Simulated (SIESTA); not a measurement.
Ti3Sn:

```xyz
8
Lattice="2.8664 -5.2485 0.0000 2.8664 5.2485 0.0000 0.0000 0.0000 4.7414" Properties=species:S:1:pos:R:3 pbc="T T T"
Sn    2.8664    1.7562    3.5561
Sn    2.8664   -1.7562    1.1854
Ti    4.3500    0.7685    1.1854
Ti    4.3500   -0.7685    3.5561
Ti    1.3827   -0.7685    3.5561
Ti    1.3827    0.7685    1.1854
Ti    2.8664   -3.3689    3.5561
Ti    2.8664    3.3689    1.1854
```

Measurements of this composition are mostly on another form, of space group No. 194.

| Property | Result |
| --- | --- |
| Program | SIESTA 5.4.2 |
| Task | single point |
| Functional | PBEsol |
| Potentials or basis | PseudoDojo 0.4 standard (PBEsol files) |
| Basis | DZP (energy shift 0.003 Ry; two zetas on semicore shells) |
| Grid cutoff | 800 Ry |
| Energy shift | 0.003 Ry |
| k mesh | 5 × 5 × 6 |
| Occupations | fermi-dirac, width 0.05 eV |
| Spin | no spin polarisation |

On this cell: pressure -2.8 GPa; largest force 0.167 eV/Å; band gap on the k mesh none (metal or under the smearing width).

The same run follows on a disturbed copy (atoms moved at random, drawn with an rms of 0.05 Å):

```
Sn Ti
1.0
     2.86638   -5.24855    0.00000
     2.86638    5.24855    0.00000
     0.00000    0.00000    4.74144
Sn Ti
2 6
Direct
  0.33894 0.67514 0.75491
  0.67597 0.33810 0.24127
  0.69203 0.82996 0.24025
  0.83212 0.68547 0.75156
  0.31501 0.17001 0.74848
  0.16339 0.31774 0.24782
  0.82567 0.18297 0.74728
  0.17029 0.82336 0.25263
```

Problem. What changes?

Solution. The energy (extrapolated to zero smearing) moves by +6.8 meV/atom; pressure -2.5 GPa; largest force 0.746 eV/Å; band gap on the k mesh none (metal or under the smearing width).

Forces on the atoms (eV/Å):
```
Sn  -0.185  0.041 -0.316
Sn  -0.634  0.178  0.350
Ti   0.064  0.340  0.338
Ti   0.110 -0.019 -0.263
Ti   0.042  0.122 -0.019
Ti   0.195 -0.315  0.051
Ti   0.040 -0.151 -0.148
Ti   0.369 -0.197  0.007
```

Stress tensor (GPa, compression positive):
```
-2.07  0.08  0.08
 0.08 -2.72 -0.25
 0.08 -0.25 -2.80
```

Caveats: the basis of atomic orbitals isn't converged, which shifts pressures, moduli and gaps.
